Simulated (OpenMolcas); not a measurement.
# Os⁵⁺ among point charges: CASSCF and CASPT2 levels and susceptibility

How does a field of 2 point charges split the states of Os⁵⁺, and what χT follows?

Program: OpenMolcas 26.06. Level of theory: state-averaged CASSCF and CASPT2, spin-orbit coupling by RASSI with atomic mean-field integrals. These are calculated values, not measurements, unless marked.

## (1) What is computed

```
Species                           : Os⁵⁺ (osmium, Z = 76, 71 electrons)
Basis                             : ANO-RCC-VDZP [7s6p4d2f1g], 68 functions
Scalar Hamiltonian                : DKH2, point nucleus
Inactive shells                   : 1s 2s 2p 3s 3p 3d 4s 4p 4d 4f 5s 5p
Active space                      : 3 electrons in 5 orbitals (5d)
Some configurations of this space : 5d3
Orbitals                          : optimised for each spin and parity, averaged over all roots
```

The outer shells:

5d3
```
5d [↑ ][↑ ][↑ ][  ][  ]
```

The ion sits among 2 point charges of -0.75 e arranged as a linear pair (D∞h), 2.09 Å from the ion.

The work runs as a chain of OpenMolcas steps in one folder; each step below is one input file. Labels, J, g values, rates, χT and fits are worked out afterwards by a script from the matrices that RASSI stores. The input lists half of the charges; inversion (Group=XYZ) makes the rest.

## (2) GATEWAY and SEWARD: basis and integrals

File a.inp:

```
&GATEWAY
Coord
1

Os 0.0 0.0 0.0
Basis=ANO-RCC-VDZP
Group=XYZ
NoMove
AngMom=0.0 0.0 0.0
AMFI
XField
1 Angstrom 0
0.000000 0.000000 2.090000 -0.750000
&SEWARD
```

## (3) CASSCF: quartets of even parity, 10 roots

File a.inp:

```
&RASSCF
FileOrb=start.orb
Symmetry=1
Spin=4
nActEl=3 0 0
Inactive=15 19
Ras2=5 0
CIRoot=10 10 1
SDav=10
CIMx=300
Iter=120 100
PrWF=0.3
OrbListing=Nothing
MaxOrb=0
>>> COPY $Project.JobIph JOB001
```

start.orb holds the contracted functions of the basis, ordered by shell, or the orbitals of the step before.

## (4) CASSCF: doublets of even parity, 40 roots

File a.inp:

```
&RASSCF
FileOrb=start.orb
Symmetry=1
Spin=2
nActEl=3 0 0
Inactive=15 19
Ras2=5 0
CIRoot=40 40 1
SDav=40
CIMx=300
Iter=120 100
PrWF=0.3
OrbListing=Nothing
MaxOrb=0
>>> COPY $Project.JobIph JOB002
```

## (5) RASSI: spin-orbit coupling between the states

File a.inp:

```
&RASSI
NrOfJobIphs=2 10 40
1 2 3 4 5 6 7 8 9 10
1 2 3 4 5 6 7 8 9 10 11 12 13 14 15 16 17 18 19 20 21 22 23 24 25 26 27
28 29 30 31 32 33 34 35 36 37 38 39 40
IphNames
JOB001
JOB002
EJob
SpinOrbit
DIPRint=1.0
SOCoupling=1000.0
Subsets=2
Property=9
'ANGMOM' 1 'ANGMOM' 2 'ANGMOM' 3 'MLTPL  1' 1 'MLTPL  1' 2 'MLTPL  1' 3
'AMFI' 1 'AMFI' 2 'AMFI' 3
SOProperty=3
'ANGMOM' 1 'ANGMOM' 2 'ANGMOM' 3
```

## (6) CASPT2: IPEA 0.25, imaginary shift 0.1 (closed shells correlated: 5s 5p)

File a.inp:

```
>>> COPY JOB001 $Project.JobIph
&CASPT2
Multistate=10 1 2 3 4 5 6 7 8 9 10
NoMult
Frozen=14 16
IPEA=0.25
Imaginary=0.1
MaxIter=60
WThr=0.0 0.3 0.05
PrWF=0.5
NoMix
>>> COPY JOB002 $Project.JobIph
&CASPT2
Multistate=40 1 2 3 4 5 6 7 8 9 10 11 12 13 14 15 16 17 18 19 20 21 22
23 24 25 26 27 28 29 30 31 32 33 34 35 36 37 38 39 40
NoMult
Frozen=14 16
IPEA=0.25
Imaginary=0.1
MaxIter=60
WThr=0.0 0.3 0.05
PrWF=0.5
NoMix
```

(Steps that only read results are left out.)

What does the calculation give? Wanted: spin-free ground state; first state of the same spin within the active space; lowest level; next level.

**Answer**, as computed:

```
                                            quantity                                                                        value
                                              method  SS-CASPT2, IPEA 0.25, imaginary shift 0.1 (closed shells correlated: 5s 5p)
                              spin-free ground state                                              4Pi, 2-fold in its orbital part
first state of the same spin within the active space                                                           4Sigma at 871 cm⁻¹
                                        lowest level                                                 2-fold, g = 0.49, 0.98, 0.98
                                          next level                                                                  2654.7 cm⁻¹
                                         χT at 300 K                                                               0.09 cm³ K/mol
                           effective moment at 300 K                                                                      0.84 μB
```

Cost by method:

```tsv
method	time of its own steps	time with the reference
A. CASSCF	10 s	10 s
B. SS-CASPT2, IPEA 0.25, imaginary shift 0.1, +5s 5p	5.3 s	16 s
```

Times are of one thread on a shared host.

In words: The spin-free ground state (4Pi) comes to 92 % from free-ion F terms and keeps the highest spin of the shell. χT at 300 K is 0.09, against 1.88 cm³ K/mol for the spin alone, so spin-orbit coupling lowers it. CASPT2 does not keep the components of a term degenerate, and the means are used. The field of point charges can differ much from that of real complexes. Point charges carry no covalency, so the field is a model and not that of real ligands.
